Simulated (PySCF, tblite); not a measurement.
**C5H4F2O2: infrared bands and NMR shifts**

What infrared bands and NMR shifts should C5H4F2O2 (`FC(F)Oc1ccoc1`) show?

The runs use tblite 0.8.0 and PySCF 2.14.0, with density-fitted response routines of our own; the level of theory stands in each step. All values are computed, except where a source is named. Atoms are numbered from 0 throughout.

### 1 The molecule as given

13 atoms, charge 0, multiplicity 1; geometry from: GFN2-xTB.

Bonds of the start (Å): F0–C1 1.36, C1–F2 1.34, C1–O3 1.35, O3–C4 1.38, C4–C5 1.42, C5–C6 1.36, C6–O7 1.34, O7–C8 1.34, C8–C4 1.37, C1–H9 1.11, C5–H10 1.07, C6–H11 1.07, C8–H12 1.07.

### 2 Harmonic vibrations with GFN2-xTB

The job: settings as JSON, then the geometry in Å.

```
{"job": {"kind": "ir", "xc": "GFN2-xTB", "basis": "xTB"}, "charge": 0, "multiplicity": 1}
F      2.554432     0.633030     0.106492
C      1.556599     1.235468    -0.593095
F      2.152996     1.917061    -1.577748
O      0.721154     0.336329    -1.152957
C     -0.206725    -0.241796    -0.313275
C     -0.247758    -0.251948     1.105596
C     -1.358961    -0.974024     1.422013
O     -1.985430    -1.397818     0.319421
C     -1.291505    -0.954378    -0.739529
H      1.069335     1.955862     0.092674
H      0.451308     0.188767     1.785837
H     -1.783346    -1.241716     2.368887
H     -1.636488    -1.204349    -1.720636
```

**Question.** This job is followed by: GIAO PBE0/pcSseg-1 NMR shielding, non-relativistic, gas phase. What will the session give for the following? strongest single infrared mode (GFN2-xTB); zero-point energy (GFN2-xTB); ¹³C shifts against TMS (PBE0/pcSseg-1); ¹H shifts against TMS (PBE0/pcSseg-1); ¹⁹F shifts against CFCl3 (PBE0/pcSseg-1, means over atoms taken as alike); ¹⁷O shifts against H2O (PBE0/pcSseg-1).

The runs gave:

| quantity | value |
| --- | --- |
| strongest single infrared mode (GFN2-xTB) | 972 cm⁻¹, 252 km/mol |
| zero-point energy (GFN2-xTB) | 52.8 kcal/mol |
| ¹³C shifts against TMS (PBE0/pcSseg-1) | 151.2, 146.3, 133.7, 123.7, 107.8 ppm |
| ¹H shifts against TMS (PBE0/pcSseg-1) | 7.60, 7.42, 6.75, 6.53 ppm |
| ¹⁹F shifts against CFCl3 (PBE0/pcSseg-1, means over atoms taken as alike) | -98.7 ppm |
| ¹⁷O shifts against H2O (PBE0/pcSseg-1) | 282.5, 141.6 ppm |

What this shows: No mode is imaginary among the 33: a minimum at this level. The strongest single mode, at 972 cm⁻¹, moves mainly C1 and F0. Unscaled tight-binding wavenumbers are off by several per cent, some by more. Its intensities can rank the bands wrongly. At PBE0/pcSseg-1: The largest span, 382 ppm, is at O7, where the paramagnetic term is -342 ppm. NICS(1)zz of -26 ppm above the planar ring from C4 marks a diatropic (aromatic) ring current.
